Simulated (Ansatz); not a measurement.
# As₂+ (doublet): the correlation ladder, cc-pVDZ

How much of the correlation energy of As₂+ (doublet) does each wave-function method recover here?

Computed with Ansatz 0.2.0, Gaussian basis. Level: cc-pVDZ, core rule «outside noble gas», up to 28 orbitals frozen.

Plan: UHF; CCSD(T) on ROHF; CCSD(T) on UHF; BCCD(T) on ROHF; CISD as a restricted active space (open shells left free, so some higher excitations enter); CCSDT(Q) on ROHF; CCSDT(Q) on UHF; CISDTQ; CCSDTQ on ROHF; CCSDTQ on UHF; CASSCF and MRCISD+Q, 9 electrons in 8 orbitals; CASSCF and NEVPT2, 9 electrons in 8 orbitals.

8 further runs of the same task are left out: 2 that didn't finish, 6 set aside as unsound or not needed. Runs told in other sessions of the task aren't counted.

### 1 What is computed

The geometry is a PBE0/def2-TZVP stationary point (not a proven minimum) of the parent state, kept for this charge and spin. No spin-orbit coupling is included. The filled d shell of As may be among the frozen orbitals whatever the setting's name suggests.

2 atoms, charge 1, spin multiplicity 2.

Atoms are counted from 1 here; the program's logs count them from 0.

Bond lengths: As1–As2 2.276 Å.

As a file:

```xyz
2

As    0.0000    0.0000    0.0000
As    0.0000    0.0000    2.2756
```

### 2 UHF

in.yaml reads:

```yaml
crystal:
  periodic: [false, false, false]
  atoms:
    - {symbol: As, position_ang: [0.000000, 0.000000, 0.000000]}
    - {symbol: As, position_ang: [0.000000, 0.000000, 2.275600]}
basis:
  gaussian: {orbitals: cc-pVDZ}
total_charge: 1
magnetization: {spin_polarized: true, initial_magnetization: 1}
hamiltonian: {xc: hf}
output: {orbitals: {seedname: orbitals}}
```

The run is started by

```sh
ansatz run in.yaml --threads 1 --pin off --events-out ev --progress --plain --max-ram 3968MiB --backend cpu
```

Further steps of the session: CCSD(T) on ROHF; CCSD(T) on UHF; BCCD(T) on ROHF; CISD as a restricted active space (open shells left free, so some higher excitations enter); CCSDT(Q) on ROHF; CCSDT(Q) on UHF; CISDTQ; CCSDTQ on ROHF; CCSDTQ on UHF; CASSCF and MRCISD+Q, 9 electrons in 8 orbitals; CASSCF and NEVPT2, 9 electrons in 8 orbitals.

Q: Predict the results of all the runs planned. Wanted: UCCSDTQ from the RHF energy; RMP2 from UCCSDTQ; UMP2 from UCCSDTQ; RCCSD from UCCSDTQ; RCCSD(T) from UCCSDTQ; UCCSD(T) from UCCSDTQ; RCCSDT(Q) from UCCSDTQ; UCCSDT(Q) from UCCSDTQ; NEVPT2 valence from UCCSDTQ.

The runs gave:

```
                         quantity                                                    value
      UCCSDTQ from the ROHF energy                                               -5.9008 eV
                RMP2 from UCCSDTQ                                          +22.48 kcal/mol
                UMP2 from UCCSDTQ                                          +37.38 kcal/mol
               RCCSD from UCCSDTQ                                           +8.84 kcal/mol
            RCCSD(T) from UCCSDTQ                                           +1.59 kcal/mol
            UCCSD(T) from UCCSDTQ                                           +2.87 kcal/mol
           RCCSDT(Q) from UCCSDTQ                                           -0.09 kcal/mol
           UCCSDT(Q) from UCCSDTQ                                           -0.04 kcal/mol
      NEVPT2 valence from UCCSDTQ                                          +16.11 kcal/mol
    MRCISD+Q valence from UCCSDTQ                                           -0.67 kcal/mol
levels within 1 kcal/mol (43 meV)  RCCSDT, RCCSDT(Q), UCCSDT(Q), RCCSDTQ, MRCISD+Q valence
                    T1 diagnostic                                                    0.019
   effectively unpaired electrons                                                     1.16
```

RCCSD(T) misses by +1.59 kcal/mol, 1.2 % of the correlation energy. CCSD(T) misses by +1.59 kcal/mol on the restricted determinant and by +2.87 kcal/mol on the unrestricted one; the two need not hold the same state or core. One determinant dominates. Of the multireference levels listed MRCISD+Q valence comes nearest in total energy (-0.67 kcal/mol), which doesn't show that its space is the better one. These misses are within one basis, not against nature; the frozen cores of restricted and unrestricted runs differ, which can shift their rows.

With open shells the CI space here admits some higher excitations, so it is larger than plain CISD.
